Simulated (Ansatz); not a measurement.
**MoNH (triplet): the correlation ladder, def2-TZVPP**

One table from this session's results is given with a row withheld; the runs are named, their logs left out.

Method: def2-TZVPP, core rule «outside noble gas», up to 5 orbitals frozen; program: Ansatz 0.2.0, Gaussian basis.

The runs, in order: UHF; ROHF; CCSD(T) on UHF.

2 further runs of the same task are left out: 2 set aside as unsound or not needed.

**What is computed**

The geometry is a PBE0/def2-TZVP stationary point (not a proven minimum). No spin-orbit coupling is included. Elements past krypton take def2 core potentials.

3 atoms, charge 0, spin multiplicity 3.

Atoms are counted from 1 here; the program's logs count them from 0.

Bond lengths: Mo1–N2 1.671 Å, N2–H3 1.015 Å. Angles: Mo1–N2–H3 180.0°.

Set-up of the first run:

Contents of in.yaml:

```yaml
crystal:
  periodic: [false, false, false]
  atoms:
    - {symbol: Mo, position_ang: [0.000000, 0.000000, 1.452433]}
    - {symbol: N, position_ang: [0.000000, 0.000000, -0.218867]}
    - {symbol: H, position_ang: [0.000000, 0.000000, -1.233567]}
basis:
  gaussian: {orbitals: def2-TZVPP}
magnetization: {spin_polarized: true, initial_magnetization: 2}
hamiltonian: {xc: hf}
output: {orbitals: {seedname: orbitals}}
```

Run with:

```sh
ansatz run in.yaml --threads 1 --pin off --events-out ev --progress --plain --max-ram 4096MiB --backend cpu
```

Steps of the session up to this table: UHF; ROHF; CCSD(T) on UHF.

One table of the session follows, with a row left open; its other results are not shown here.

It belongs to the step «Misses and costs». 

```
  method  from UCCSD(T) (kcal/mol)
    ROHF                   +273.32
     UHF                         ?
    UMP2                    +32.75
   UCCSD                    +15.98
UCCSD(T)                         0
```

Estimate the missing values for UHF.

As computed: from UCCSD(T) (kcal/mol): +248.90. In the column «from UCCSD(T) (kcal/mol)» it lies between UMP2 (+32.75) and ROHF (+273.32).

Limits of these values: The determinant is far from a pure spin state, so its energy mixes those of several spin states (harmless only where they are near-degenerate, as at dissociation).
